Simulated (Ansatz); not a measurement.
# Mg3BeS: the cost of one run

Program: Ansatz 0.2.0. Level of theory: DFT PBE, scalar-relativistic, plane waves, PAW. These are calculated values, not measurements.

## 1. The structure to begin with

Symmetry: R3, No. 146, trigonal system. Conventional cell: a = 5.895 Å, b = 5.895 Å, c = 7.220 Å, α = 90.00°, β = 90.00°, γ = 120.00°. Mg (site symmetry 1) is surrounded by 2 S at 2.16 to 2.18 Å. Around Be (site symmetry 3) lie 6 Mg at 2.59 to 2.70 Å. S (site symmetry 3) is surrounded by 6 Mg at 2.16 to 2.18 Å.

Coordinates:

```
CELL_PARAMETERS angstrom
2.94751 1.70175 2.40663
-2.94751 1.70175 2.40663
0.00000 -3.40349 2.40663
ATOMIC_POSITIONS crystal
Mg 0.53000 0.88950 0.01750
Mg 0.01750 0.53000 0.88950
Mg 0.88950 0.01750 0.53000
Be 0.50000 0.50000 0.50000
S 0.03190 0.03190 0.03190
```

The cell is invented: species swapped into a database cell of Ag3SI (R3, No. 146), with Mg on the Ag sites and Be on the I sites. The dimensions are guesses.

## 2. Probe: one point on a coarse mesh

input.yaml reads:

```yaml
crystal:
  lattice:
    - [2.94751107, 1.70174631, 2.40663267]
    - [-2.94751107, 1.70174631, 2.40663267]
    - [0.0, -3.40349262, 2.40663267]
  atoms:
    - { symbol: Mg, position: [0.52999997, 0.88950002, 0.0175] }
    - { symbol: Mg, position: [0.0175, 0.52999997, 0.88950002] }
    - { symbol: Mg, position: [0.88950002, 0.0175, 0.52999997] }
    - { symbol: Be, position: [0.5, 0.5, 0.5] }
    - { symbol: S, position: [0.0319, 0.0319, 0.0319] }
basis:
  ecutwfc: 420
kpoints:
  mp_grid: { grid: [4, 4, 4] }
hamiltonian:
  xc: pbe
scf:
  occupations: { method: gaussian, width: 0.1 }
  lower_state_search: "off"
output:
  forces: true
  stress: true
  eigenvalues: true
```

On the command line:

```sh
$ ansatz run input.yaml --threads 1 --pin off --max-ram 2560MiB --backend cpu --events-out ev --progress --plain --runs-dir out
```

**Question.** How long does this run take on 1 thread of Intel Xeon at 2.50GHz (Skylake/Cascade Lake), shared host, and how much memory does it need?

About 3.2 s, with a peak of 0.34 GiB.
